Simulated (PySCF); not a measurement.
**[TmF2]+: other functionals and bases at one geometry**

One table from this session's results is given with a row withheld; the runs are named, their logs left out.

Program: PySCF 2.14.0. Level of theory: several levels, as the steps say, no spin–orbit coupling. These are calculated values, not measurements.

1 further run of the same task is left out (for a known fault of the program).

### The starting structure

3 atoms, charge 1, spin multiplicity 1.

Bond lengths: Tm1–F2 1.901 Å, Tm1–F3 1.901 Å. Angles: F2–Tm1–F3 110.9°.

Coordinates:

```xyz
3
charge 1, multiplicity 1
Tm    0.0000    0.0000   -0.3132
F     1.5655    0.0000    0.7650
F    -1.5655    0.0000    0.7650
```

Formal oxidation states: Tm +3. Each metal's 12 4f electrons lie in its core potential, so multiplicities, spins and levels count the valence alone. An earlier session relaxed this geometry at PBE0, Tm lcecp-1-SVP with ECP58, F def2-SVP (singlet, point group C2v).

At PBE0 on the finer grid: E = -238.048938 Eh, HOMO -16.35 eV, LUMO -8.49 eV, Mulliken charge on Tm1 +1.64 e, largest force component 0.010 eV/Å. 

Levels to run: B3LYP; revPBE; PBE0, TZVP. Hardware: 2 threads of Arm Neoverse V2, shared host.

The first run:

Input file run.py (the lines that set the calculation):

```python
mol = gto.M(atom='''
Tm     0.00000     0.00000    -0.31322
F      1.56550     0.00000     0.76496
F     -1.56550     0.00000     0.76496''',
    basis={'Tm': 'lcecp-1-SVP', 'F': 'def2-SVP'},
    ecp={'Tm': 'lcecp-1-SVP'},
    charge=1, spin=0)
mf = dft.RKS(mol, xc='B3LYP')
mf.grids.atom_grid = (75, 302)  # f atoms: unpruned, at least (60, 302)
mf = mf.density_fit()  # fitting sets: Tm AutoAux, F def2-universal-JKFIT
mf.conv_tol = 1e-08; mf.max_cycle = 55
mf.kernel(dm0)  # dm0: the density of the relaxed state
```

Run with:

```sh
$ OMP_NUM_THREADS=2 python run.py
```

Steps of the session up to this table: B3LYP; revPBE; PBE0, TZVP.

One of the session's tables, all rows but one given; the rest of the session is left out.

| level | HOMO (eV) | gap (eV) | charge on Tm1 (e) | dipole (D) | largest force component (eV/Å) |
| --- | --- | --- | --- | --- | --- |
| PBE0 (relaxed here) | -16.35 | 7.86 | 1.64 | 6.20 | 0.01 |
| B3LYP | -16.02 | 7.10 | 1.61 | 6.11 | 0.33 |
| revPBE | -14.36 | 5.18 | 1.51 | 5.71 | 0.66 |
| PBE0, TZVP | ? | ? | ? | ? | ? |

Estimate the missing values for PBE0, TZVP.

**Answer.** HOMO (eV): -16.36; gap (eV): 7.97; charge on Tm1 (e): 1.86; dipole (D): 6.26; largest force component (eV/Å): 0.26. In the column «HOMO (eV)» it is the lowest.

The dipole of a charged species depends on the origin, so these sizes hold for this origin alone.

In one basis the HOMO–LUMO gap runs from 5.18 eV (revPBE) to 7.86 eV (PBE0). The largest leftover force, 0.66 eV/Å with revPBE, stands at a geometry relaxed at another level. With 4f in the core, its levels are missing from HOMO and gap, and its count is fixed, so no charge can pass from the ligands into it. Total energies of different levels can't be compared.
